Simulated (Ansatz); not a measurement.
Crystal: MnPt2.

```
Pt Mn
1.0
     2.85840    0.00000    0.00000
    -1.42920    2.47545    0.00000
     0.00000    0.00000    6.53250
Pt Mn
2 1
Direct
  0.66667 0.33333 0.31621
  0.33333 0.66667 0.68379
  0.00000 0.00000 0.00000
```

The cell comes from a database or a generator and needn't be the stable form of this composition.

* Program: Ansatz 0.2.0
* Task: single point
* Functional: PBE
* Potentials or basis: all-electron LAPW, scalar-relativistic
* Cutoff: 282 eV (chosen from the basis error)
* Basis error allowed: 0.001 eV/atom
* k mesh: 11 × 11 × 4
* Occupations: fermi-dirac, width 0.05 eV
* Spin: collinear spin, ferromagnetic start
* Starting moments: [0.0, 0.0, 4.0] μB

On this cell: pressure -0.5 GPa; largest force 0.025 eV/Å; net moment 4.55 μB per cell; site moments Pt +0.33; Mn +3.81 μB; band gap on the k mesh none (metal or under the smearing width).

The same run follows on a disturbed copy (atoms moved at random, drawn with an rms of 0.05 Å):

```
Pt Mn
1.0
     2.85840    0.00000    0.00000
    -1.42920    2.47545    0.00000
     0.00000    0.00000    6.53250
Pt Mn
2 1
Direct
  0.66851 0.34989 0.31522
  0.34493 0.66798 0.68071
  0.96916 0.97238 0.99415
```

Question: What does the disturbed cell give?

Answer: The energy (extrapolated to zero smearing) moves by +7.3 meV/atom; pressure -0.3 GPa; largest force 0.435 eV/Å; net moment 4.56 μB per cell; site moments Pt +0.32, +0.33; Mn +3.79 μB; band gap on the k mesh none (metal or under the smearing width).

Forces in eV/Å, atoms in the order of the input:
```
Pt  -0.005 -0.165 -0.197
Pt  -0.155 -0.087 -0.118
Mn   0.161  0.253  0.315
```

Stress tensor (GPa, compression positive):
```
-1.32  0.20  0.36
 0.20 -1.30 -0.04
 0.36 -0.04  1.78
```
